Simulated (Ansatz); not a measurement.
# C3H5FOSi: the cost of one run

Method: functionals in def2-TZVPP, the program's frozen cores in correlated methods; program: Ansatz 0.2.0, Gaussian basis.

Levels to be run: PBE-D4, r2SCAN-D4, PBE0-D4, B3LYP-D4, ωB97X-V, ωB97M-V, B2PLYP; CCSD(T)/def2-TZVPP; MP2/def2-QZVPP; extrapolation to the limit.

## Step 1: The geometry

All runs share one geometry, relaxed beforehand with PBE0-D4/def2-TZVP.

SMILES `O[SiH]1CC=C1F`, 11 atoms, charge 0, spin multiplicity 1.

Atoms are counted from 1 here; the program's logs count them from 0.

Bond lengths: O1–Si2 1.640 Å, O1–H7 0.959 Å, Si2–C3 1.894 Å, Si2–C5 1.860 Å, Si2–H8 1.481 Å, C3–C4 1.518 Å, C3–H9 1.093 Å, C3–H10 1.093 Å, C4–C5 1.340 Å, C4–H11 1.088 Å, C5–F6 1.330 Å. Angles: Si2–O1–H7 117.8°, O1–Si2–C3 121.3°, O1–Si2–C5 121.6°, O1–Si2–H8 104.2°, C3–Si2–C5 75.1°, C3–Si2–H8 116.7°, C5–Si2–H8 116.8°, Si2–C3–C4 85.8°, Si2–C3–H9 117.2°, Si2–C3–H10 116.2°, C4–C3–H9 114.1°, C4–C3–H10 113.7°, H9–C3–H10 108.5°, C3–C4–C5 106.2°, C3–C4–H11 126.0°, C5–C4–H11 127.8°, Si2–C5–C4 92.6°, Si2–C5–F6 140.6° and more.

Coordinates:

```xyz
11

O    -0.48393   -2.07900   -0.98572
Si   -0.50642   -0.88592    0.13978
C     1.05685    0.09450    0.56776
C     0.26500    1.32311    0.15719
C    -0.90572    0.87288   -0.31320
F    -1.90392    1.60874   -0.79345
H    -0.09421   -1.88102   -1.83879
H    -1.25795   -1.46973    1.27429
H     1.37546    0.09678    1.61313
H     1.93091   -0.09401   -0.06044
H     0.58932    2.35657    0.25995
```

## Step 2: PBE-D4 (GGA)

The input, in.yaml:

```yaml
crystal:
  periodic: [false, false, false]
  atoms:
    - {symbol: O, position_ang: [-0.483928, -2.079005, -0.985725]}
    - {symbol: Si, position_ang: [-0.506417, -0.885922, 0.139783]}
    - {symbol: C, position_ang: [1.056847, 0.094502, 0.567763]}
    - {symbol: C, position_ang: [0.265002, 1.323114, 0.157192]}
    - {symbol: C, position_ang: [-0.905720, 0.872882, -0.313199]}
    - {symbol: F, position_ang: [-1.903919, 1.608738, -0.793453]}
    - {symbol: H, position_ang: [-0.094210, -1.881024, -1.838789]}
    - {symbol: H, position_ang: [-1.257947, -1.469727, 1.274291]}
    - {symbol: H, position_ang: [1.375460, 0.096783, 1.613129]}
    - {symbol: H, position_ang: [1.930910, -0.094009, -0.060438]}
    - {symbol: H, position_ang: [0.589322, 2.356568, 0.259946]}
basis:
  gaussian: {orbitals: def2-TZVPP}
hamiltonian: {xc: pbe, dispersion: d4}
output: {forces: true, orbitals: {seedname: orbitals}}
```

Command:

```bash
> ansatz run in.yaml --threads 4 --pin off --events-out ev --progress --plain --max-ram 10444MiB
```

**Question.** How long does this run take on 4 threads of Arm Neoverse V1, shared host, and how much memory does it need?

About 3 s, with a peak of 0.36 GiB.
